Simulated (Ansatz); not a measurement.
**C₂H₈O₂Si: one species, many methods**

An exercise on one series of results from a longer session: the logs are not shown, and one member is left open.

The runs use Ansatz 0.2.0, Gaussian basis; functionals in def2-TZVPP, the program's frozen cores in correlated methods.

The runs, in order: PBE-D4, r2SCAN-D4, PBE0-D4, B3LYP-D4, ωB97X-V, ωB97M-V, B2PLYP; CCSD(T)/def2-TZVPP; MP2/def2-QZVPP; extrapolation to the limit.

## The relaxed structure

An earlier PBE0-D4 in a triple-zeta def2 set relaxation fixed the geometry.

SMILES `OCCO[SiH3]`, 13 atoms, charge 0, spin multiplicity 1.

Atoms are counted from 1 here; the program's logs count them from 0.

Bond lengths: O1–C2 1.405 Å, O1–H6 0.963 Å, C2–C3 1.508 Å, C2–H7 1.099 Å, C2–H8 1.093 Å, C3–O4 1.417 Å, C3–H9 1.098 Å, C3–H10 1.098 Å, O4–Si5 1.646 Å, Si5–H11 1.480 Å, Si5–H12 1.489 Å, Si5–H13 1.489 Å. Angles: C2–O1–H6 106.6°, O1–C2–C3 111.7°, O1–C2–H7 111.2°, O1–C2–H8 107.3°, C3–C2–H7 109.0°, C3–C2–H8 109.5°, H7–C2–H8 108.1°, C2–C3–O4 107.9°, C2–C3–H9 109.7°, C2–C3–H10 110.0°, O4–C3–H9 110.0°, O4–C3–H10 110.6°, H9–C3–H10 108.6°, C3–O4–Si5 122.4°, O4–Si5–H11 106.3°, O4–Si5–H12 110.6°, O4–Si5–H13 110.7°, H11–Si5–H12 110.5° and more.

Set-up of the first run:

File in.yaml:

```yaml
crystal:
  periodic: [false, false, false]
  atoms:
    - {symbol: O, position_ang: [-1.131741, -2.009047, 0.641307]}
    - {symbol: C, position_ang: [0.171471, -1.789661, 0.164310]}
    - {symbol: C, position_ang: [0.583583, -0.346321, 0.311364]}
    - {symbol: O, position_ang: [-0.324713, 0.443343, -0.437403]}
    - {symbol: Si, position_ang: [-0.227149, 2.085457, -0.492563]}
    - {symbol: H, position_ang: [-1.698009, -1.367178, 0.200706]}
    - {symbol: H, position_ang: [0.263780, -2.082502, -0.891251]}
    - {symbol: H, position_ang: [0.842288, -2.422208, 0.751164]}
    - {symbol: H, position_ang: [0.548282, -0.056552, 1.369478]}
    - {symbol: H, position_ang: [1.609351, -0.208850, -0.055685]}
    - {symbol: H, position_ang: [-1.346344, 2.538696, -1.349217]}
    - {symbol: H, position_ang: [1.076741, 2.513530, -1.070366]}
    - {symbol: H, position_ang: [-0.347039, 2.666595, 0.872954]}
basis:
  gaussian: {orbitals: def2-TZVPP}
hamiltonian: {xc: pbe, dispersion: d4}
output: {forces: true, orbitals: {seedname: orbitals}}
```

Command:

```console
$ ansatz run in.yaml --threads 4 --pin off --events-out ev --progress --plain --max-ram 10444MiB
```

Among the steps run: PBE-D4 (GGA); r2SCAN-D4 (meta-GGA); PBE0-D4 (hybrid); B3LYP-D4 (hybrid); ωB97X-V (range-separated); ωB97M-V (range-separated); B2PLYP (double hybrid); CCSD(T) in def2-TZVPP; MP2 in def2-QZVPP.

One of the session's tables, all rows but one given; the rest of the session is left out.

It belongs to the step «Atomisation energies». 

```
            method  atomisation energy (kcal/mol)
            PBE-D4                         1153.6
         r2SCAN-D4                         1139.6
           PBE0-D4                         1134.4
          B3LYP-D4                         1138.0
           ωB97X-V                         1143.2
           ωB97M-V                         1142.5
            B2PLYP                         1127.1
     HF/def2-TZVPP                          828.2
    MP2/def2-TZVPP                         1127.6
   CCSD/def2-TZVPP                         1098.0
CCSD(T)/def2-TZVPP                              ?
           MP2/CBS                         1157.2
       CCSD(T)/CBS                         1142.3
```

**Question.** Estimate the row for CCSD(T)/def2-TZVPP.

As computed: atomisation energy (kcal/mol): 1112.8. In the column «atomisation energy (kcal/mol)» it lies between CCSD/def2-TZVPP (1098.0) and B2PLYP (1127.1).

Limits of these values: Free atoms (2 O, 2 C, 1 Si, 8 H) were run apart at each level; the atomisation energy is their sum less the molecule, without zero-point or spin-orbit terms.
